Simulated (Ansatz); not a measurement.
Here is an Ansatz 0.2.0 calculation.

input.yaml

```yaml
crystal:
  lattice:
    - [0.0, 2.897844, 2.897844]
    - [2.897844, 0.0, 2.897844]
    - [2.897844, 2.897844, 0.0]
  atoms:
    - { symbol: Ge, position: [0.0, 0.0, 0.0] }
    - { symbol: Ga, position: [0.25, 0.25, 0.25] }
hamiltonian:
  xc: pbe
  pseudopotentials: { kind: paw }
kpoints:
  mp_grid: { grid: [8, 8, 8] }
scf:
  occupations: { method: gaussian, width: 0.013 }
output:
  forces: true
  stress: true
  eigenvalues: true
  write_density: true
  write_potential: true
  elf: true
  volumetric_format: npy
```

Potentials or basis: Ansatz PAW.

Launch:

```sh
$ ansatz run input.yaml --threads 2 --pin off --max-ram 5632MiB --backend cpu --events-out ev --progress --plain --runs-dir out
```

What does it give for the pressure?

0.2 GPa.

What does it give for the band gap on the k mesh?

None (metal or under the smearing width).
